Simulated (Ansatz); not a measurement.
**CH₅GaSn: small, medium and large basis sets**

An exercise on one series of results from a longer session: the logs are not shown, and one member is left open.

Method: one geometry, several basis sets; program: Ansatz 0.2.0, Gaussian basis.

Plan: PBE0-D4/def2-SVP; ωB97M-V/def2-SVP; PBE0-D4/def2-QZVPP; ωB97M-V/def2-QZVPP; the functionals' def2-TZVPP values are taken from earlier runs.

## Structure used throughout

All runs share one geometry, relaxed beforehand with PBE0-D4 in a triple-zeta def2 set. Sn takes the def2 core potential; no spin-orbit term is included.

8 atoms, charge 0, spin multiplicity 1.

Atoms are counted from 1 here; the program's logs count them from 0.

Bond lengths: C1–Ga2 2.030 Å, C1–Sn3 2.142 Å, C1–H4 1.098 Å, C1–H5 1.098 Å, Sn3–H6 1.713 Å, Sn3–H7 1.712 Å, Sn3–H8 1.711 Å. Angles: Ga2–C1–Sn3 116.1°, Ga2–C1–H4 109.5°, Ga2–C1–H5 109.9°, Sn3–C1–H4 106.8°, Sn3–C1–H5 106.8°, H4–C1–H5 107.4°, C1–Sn3–H6 109.8°, C1–Sn3–H7 109.8°, C1–Sn3–H8 112.2°, H6–Sn3–H7 108.1°, H6–Sn3–H8 108.3°, H7–Sn3–H8 108.6°.

As a file:

```
C    -0.5412    0.6288   -0.7293
Ga    0.0888    2.5568   -0.6428
Sn    0.4276   -0.7383    0.6048
H    -1.6151    0.5836   -0.5048
H    -0.4020    0.2351   -1.7445
H     0.2972   -0.1680    2.2150
H     2.0909   -0.8487    0.2133
H    -0.2541   -2.3064    0.5324
```

Set-up of the first run:

Contents of in.yaml:

```yaml
crystal:
  periodic: [false, false, false]
  atoms:
    - {symbol: C, position_ang: [-0.541236, 0.628786, -0.729254]}
    - {symbol: Ga, position_ang: [0.088754, 2.556837, -0.642752]}
    - {symbol: Sn, position_ang: [0.427553, -0.738345, 0.604757]}
    - {symbol: H, position_ang: [-1.615072, 0.583606, -0.504807]}
    - {symbol: H, position_ang: [-0.401983, 0.235059, -1.744459]}
    - {symbol: H, position_ang: [0.297222, -0.167952, 2.214987]}
    - {symbol: H, position_ang: [2.090940, -0.848695, 0.213280]}
    - {symbol: H, position_ang: [-0.254077, -2.306397, 0.532446]}
basis:
  gaussian: {orbitals: def2-SVP}
hamiltonian: {xc: pbe0, dispersion: d4}
output: {orbitals: {seedname: orbitals}}
```

Command:

```bash
ansatz run in.yaml --threads 2 --pin off --events-out ev --progress --plain --max-ram 4352MiB
```

Among the steps run: PBE0-D4 in def2-SVP; ωB97M-V in def2-SVP; PBE0-D4 in def2-QZVPP; ωB97M-V in def2-QZVPP.

One table of the session follows, with a row left open; its other results are not shown here.

It belongs to the step «Functionals by basis». 

| functional | basis | HOMO (eV) | LUMO (eV) |
| --- | --- | --- | --- |
| PBE0-D4 | def2-SVP | -5.83 | -1.45 |
| PBE0-D4 | def2-TZVPP | ? | ? |
| PBE0-D4 | def2-QZVPP | -5.88 | -1.53 |
| ωB97M-V | def2-SVP | -7.85 | 0.28 |
| ωB97M-V | def2-TZVPP | -7.88 | 0.21 |
| ωB97M-V | def2-QZVPP | -7.91 | 0.04 |

**Question.** Estimate the row for PBE0-D4, def2-TZVPP.

**Answer.** HOMO (eV): -5.85; LUMO (eV): -1.48. In the column «HOMO (eV)» it lies between PBE0-D4, def2-QZVPP (-5.88) and PBE0-D4, def2-SVP (-5.83).
